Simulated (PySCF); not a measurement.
**C₄H₆BBrO: electronic excitations**

What electronic excitations should C₄H₆BBrO (`BrB1CCC=CO1`) show?

The runs use PySCF 2.14.0, with density-fitted response routines of our own; the level of theory stands in each step. All values are computed, except where a source is named. Atoms count from 0, in the outputs and in this text.

### Step 1. The molecule as given

13 atoms, charge 0, multiplicity 1; geometry from: GFN2-xTB.

Bonds of the start (Å): Br0–B1 1.89, B1–C2 1.59, C2–C3 1.54, C3–C4 1.50, C4–C5 1.32, C5–O6 1.37, O6–B1 1.34, C2–H7 1.10, C2–H8 1.09, C3–H9 1.09, C3–H10 1.10, C4–H11 1.08, C5–H12 1.08.

### Step 2. Excited states and response: PBE0/def2-SVPD

Job settings and geometry (Å):

```
{"job": {"kind": "uv", "xc": "PBE0", "basis": "def2-SVPD", "nstates": 8, "ntriplets": 3}, "charge": 0, "multiplicity": 1}
Br    -1.901634     2.793428    -0.076913
B     -0.702817     1.339368     0.006016
C     -1.107596    -0.108921     0.528331
C     -0.194567    -1.169991    -0.113150
C      1.216951    -0.672810    -0.240243
C      1.508945     0.614184    -0.350459
O      0.557074     1.603199    -0.356930
H     -0.967993    -0.134363     1.616150
H     -2.154456    -0.364025     0.353389
H     -0.211381    -2.093176     0.468564
H     -0.563346    -1.414948    -1.116583
H      2.009263    -1.401891    -0.277611
H      2.507168     1.010432    -0.458289
```

Method: TDDFT PBE0/def2-SVPD, vertical, gas phase, core orbitals frozen in the response.

The run is started by

```bash
OMP_NUM_THREADS=1 python probes_run.py task.json out
```

The driver reads the jobs from task.json and runs them one after another.

What will the session give for the following? lowest singlet (PBE0/def2-SVPD); brightest single state of those computed; lowest triplet; surface potential, 1st and 99th percentile. Wanted: lowest singlet; brightest single state of those computed; lowest triplet; surface potential, 1st and 99th percentile.

The runs gave:

| quantity | value |
| --- | --- |
| lowest singlet (PBE0/def2-SVPD) | 5.42 eV (229 nm), f = 0.109 |
| brightest single state of those computed | state 5, 6.96 eV, f = 0.121 |
| lowest triplet | 4.01 eV |
| surface potential, 1st and 99th percentile | -0.93 V and 1.06 V |

In words: The first singlet state (HOMO→LUMO 0.97) lies at 5.42 eV and is bright; of the 8 states computed, the strongest absorption comes from state 5 at 6.96 eV (the last state computed is bright too, and its partners may lie past the list). The lowest triplet lies 1.41 eV below the lowest singlet (triplets in Tamm-Dancoff, singlets in full TDDFT). By nearest atom (PBE0/def2-SVPD), the HOMO sits on C4, C5 about 30 % each; O6 14 % and the LUMO on B1 41 %; C4, C5 about 10 % each.
